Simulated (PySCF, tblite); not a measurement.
**C5H8BBrN radical: geometry, infrared bands and EPR parameters**

Wanted: the infrared bands and EPR parameters of C5H8BBrN radical (`NB1[CH]CC=C(Br)C1`), by calculation.

Computed with tblite 0.8.0 and PySCF 2.14.0, with density-fitted response routines of our own, on a single molecule in the gas phase. Atoms count from 0, in the outputs and in this text.

## 1. The starting structure

16 atoms, charge 0, multiplicity 2; geometry from: force field or distance geometry start.

Bonds of the start (Å): N0–B1 1.51, B1–C2 1.61, C2–C3 1.52, C3–C4 1.50, C4–C5 1.35, C5–Br6 1.92, C5–C7 1.50, C7–B1 1.61, N0–H8 1.04, N0–H9 1.05, C2–H10 1.11, C3–H11 1.12, C3–H12 1.13, C4–H13 1.09, C7–H14 1.12, C7–H15 1.12.

## 2. Geometry optimisation with GFN2-xTB

What the job is given:

```
{"job": {"kind": "relax", "xc": "GFN2-xTB", "basis": "xTB"}, "charge": 0, "multiplicity": 2}
N     -2.577800    -0.253400    -0.477900
B     -1.073900    -0.177600    -0.402300
C     -0.206500    -1.532400    -0.292300
C      0.956200    -1.331900     0.664100
C      1.766200    -0.115900     0.332200
C      1.166000     1.046000    -0.013000
Br     2.259800     2.569300    -0.428300
C     -0.328100     1.205300    -0.040200
H     -2.872000     0.357200    -1.271800
H     -2.970300     0.178600     0.400300
H      0.158400    -1.796500    -1.307700
H      1.604800    -2.241300     0.646900
H      0.559000    -1.231100     1.717000
H      2.854900    -0.186200     0.314700
H     -0.614300     1.960600    -0.811000
H     -0.690000     1.558200     0.957800
```

The run is started by

```
> OMP_NUM_THREADS=1 python probes_run.py task.json out
```

One launch serves the whole session: the jobs run in the order shown.

**Question.** This job is followed by: GFN2-xTB harmonic vibrations, gas phase; UKS B3LYP, def2-TZVP-core on Br, pcH-1 on B C H N, non-relativistic, mean-field spin-orbit, GIAO. What will the session give for the following? strongest single infrared mode (GFN2-xTB); zero-point energy (GFN2-xTB); g(iso) (B3LYP); ⟨S²⟩; largest a(iso) (averaged by class); potential on the surface of density 0.002 e/bohr³, 1st and 99th percentile.

As calculated:

| quantity | value |
| --- | --- |
| strongest single infrared mode (GFN2-xTB) | 530 cm⁻¹, 171 km/mol |
| zero-point energy (GFN2-xTB) | 76.0 kcal/mol |
| g(iso) (B3LYP) | 2.00269 |
| ⟨S²⟩ | 0.754 (exact 0.75) |
| largest a(iso) (averaged by class) | 1H on H11, H12, 104.5 MHz |
| potential on the surface of density 0.002 e/bohr³, 1st and 99th percentile | -0.85 V and 1.84 V |

**Reading.** Relaxing lowered the energy by 1.941 eV in 106 steps; the close pair that moved most is N0–B1, from 1.508 to 1.400 Å. All 42 modes are real, so the xTB geometry is a minimum. The strongest single mode, at 530 cm⁻¹, moves mainly H8 and H9. Unscaled tight-binding wavenumbers are off by several per cent, some by more. Its intensities can rank the bands wrongly. C2 carries the largest spin population, 0.90 e. The isotropic g lies 0.4 ppt above the free-electron value. The hyperfine terms hold no scalar relativity, which the heavier nuclei need. The conformer search found further structures of the same energy, which may be mirror or relabelled copies of this one.
